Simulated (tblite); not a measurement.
# C6H10FN: the cost of one run

Computed with tblite 0.8.0 and PySCF 2.14.0, with density-fitted response routines of our own, on a single molecule in the gas phase. Atoms count from 0, in the outputs and in this text.

## (1) The starting structure

18 atoms, charge 0, multiplicity 1; geometry from: force field or distance geometry start.

Bonds of the start (Å): C0–C1 1.33, C1–C2 1.50, C2–N3 1.45, N3–C4 1.47, N3–C5 1.39, C5–C6 1.34, C6–F7 1.35, C0–H8 1.09, C0–H9 1.09, C1–H10 1.09, C2–H11 1.09, C2–H12 1.11, C4–H13 1.10, C4–H14 1.08, C4–H15 1.10, C5–H16 1.08, C6–H17 1.08.

## (2) Relaxing the molecule with GFN2-xTB

Job settings and geometry (Å):

```
{"job": {"kind": "relax", "xc": "GFN2-xTB", "basis": "xTB"}, "charge": 0, "multiplicity": 1}
C     -2.825000    -0.487500    -0.510900
C     -1.537600    -0.733600    -0.718700
C     -0.498000     0.283800    -1.089000
N      0.523600     0.333100    -0.059900
C      0.196700     1.108300     1.146800
C      1.692500    -0.409800    -0.162700
C      2.710500    -0.520300     0.696200
F      3.786400    -1.287000     0.429500
H     -3.510800    -1.285300    -0.230500
H     -3.248000     0.513600    -0.610000
H     -1.171600    -1.757700    -0.591900
H     -0.077300     0.014400    -2.061300
H     -0.961000     1.281200    -1.211600
H      1.010300     1.811900     1.366800
H      0.046100     0.457800     2.002000
H     -0.718900     1.700400     1.019800
H      1.770800    -0.960200    -1.091200
H      2.802600    -0.056800     1.664900
```

Run with:

```
> OMP_NUM_THREADS=1 python probes_run.py task.json out
```

This one command runs all jobs of the session in turn.

**Question.** How long does this first job take on 1 thread of Intel Xeon at 2.50GHz, shared host, and how much memory does it need?

About 1.9 s, with a peak of 0.18 GiB.
